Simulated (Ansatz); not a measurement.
**InHCl radical: one species, many methods**

Aim: compute InHCl radical with functionals from several rungs and with coupled cluster. The yardstick is the atomisation energy at the CCSD(T) limit.

Method: functionals in def2-TZVPP, the program's frozen cores in correlated methods; program: Ansatz 0.2.0, Gaussian basis.

The runs, in order: LDA (SPW92), PBE-D4, revPBE-D4, BLYP-D4, r2SCAN-D4, B97M-V, PBE0-D4, B3LYP-D4, r2SCANh-D4, r2SCAN0-D4, HSE06-D4, BHLYP-D4, CAM-B3LYP-D4, LC-ωPBE, ωB97X-V, ωB97M-V, B2PLYP, PBE-QIDH; CCSD(T)/def2-SVP; CCSD(T)/def2-TZVPP; MP2/def2-QZVPP; extrapolation to the limit; RPA on PBE.

**1. The geometry**

The geometry comes from an earlier relaxation with PBE0-D4 in a triple-zeta def2 set; it is a stationary point. In takes the def2 core potential; no spin-orbit term is included.

SMILES `[Cl][InH]`, 3 atoms, charge 0, spin multiplicity 2.

Atoms are counted from 1 here; the program's logs count them from 0.

Bond lengths: Cl1–In2 2.365 Å, In2–H3 1.773 Å. Angles: Cl1–In2–H3 115.3°.

**2. LDA**

This LDA is Slater exchange with PW92 correlation.

The input, in.yaml:

```yaml
crystal:
  periodic: [false, false, false]
  atoms:
    - {symbol: Cl, position_ang: [-1.649850, 0.396812, -0.867425]}
    - {symbol: In, position_ang: [0.409548, 0.542352, 0.286090]}
    - {symbol: H, position_ang: [1.229403, -1.003864, 0.568135]}
basis:
  gaussian: {orbitals: def2-TZVPP}
magnetization: {spin_polarized: true, initial_magnetization: 1}
hamiltonian: {xc: lda}
output: {orbitals: {seedname: orbitals}}
```

After this run come: PBE-D4 (GGA); revPBE-D4 (GGA); BLYP-D4 (GGA); r2SCAN-D4 (meta-GGA); B97M-V (meta-GGA); PBE0-D4 (hybrid); B3LYP-D4 (hybrid); r2SCANh-D4 (hybrid); r2SCAN0-D4 (hybrid); HSE06-D4 (hybrid); BHLYP-D4 (hybrid); CAM-B3LYP-D4 (range-separated); LC-ωPBE-D4 (range-separated); ωB97X-V (range-separated); ωB97M-V (range-separated); B2PLYP (double hybrid); PBE-QIDH (double hybrid); CCSD(T) in def2-SVP; CCSD(T) in def2-TZVPP; MP2 in def2-QZVPP; RPA on PBE orbitals.

**Question.** What will the summary of the whole plan be? Wanted: atomisation energy, CCSD(T)/CBS; farthest beyond LDA; mean size of error, GGA; mean size of error, meta-GGA; mean size of error, hybrid; mean size of error, range-separated; mean size of error, double hybrid; gap, smallest and largest; T1 diagnostic.

**Answer**, as computed:

| quantity | value |
| --- | --- |
| atomisation energy, CCSD(T)/CBS | 533.9 kJ/mol |
| functionals within 5.3 kJ/mol (1.0 %) | PBE-D4, PBE0-D4, HSE06-D4, LC-ωPBE, ωB97M-V, PBE-QIDH |
| farthest beyond LDA | B97M-V (+19.9 kJ/mol) |
| mean size of error, GGA | 10.4 kJ/mol |
| mean size of error, meta-GGA | 18.6 kJ/mol |
| mean size of error, hybrid | 8.6 kJ/mol |
| mean size of error, range-separated | 4.4 kJ/mol |
| mean size of error, double hybrid | 11.0 kJ/mol |
| gap, smallest and largest | 0.81 eV (LDA (SPW92)), 7.56 eV (LC-ωPBE) |
| T1 diagnostic | 0.0182 |
| triples share of the correlation energy | 3.3 % |

In words: The LDA atomisation energy is off by 84.5 kJ/mol (16 %): it overbinds. PBE-D4 is off by +3.4 kJ/mol. Double hybrids carry the basis error of their MP2 part in triple zeta, and no dispersion term here, so their miss is partly the set-up's. By mean error the best rung here is range-separated (4.4 kJ/mol) and the worst beyond LDA is meta-GGA (18.6 kJ/mol). Misses under about 5.3 kJ/mol are within the doubt on the reference itself, which lacks core-valence correlation, spin-orbit coupling and higher excitations, and its outer-core shells are covered unevenly. All levels share the lack of spin-orbit coupling, which lowers the free heavy atoms and so the true binding. Hartree-Fock recovers 74 % of the binding; the rest is correlation. CCSD(T) in def2-SVP is off by -52.8 kJ/mol, more than most functionals: a good method in a small basis is no reference. Orbital gaps span 0.8 to 7.6 eV; exact exchange widens them. Correlated methods include outer-core shells of In, which these sets cover unevenly.
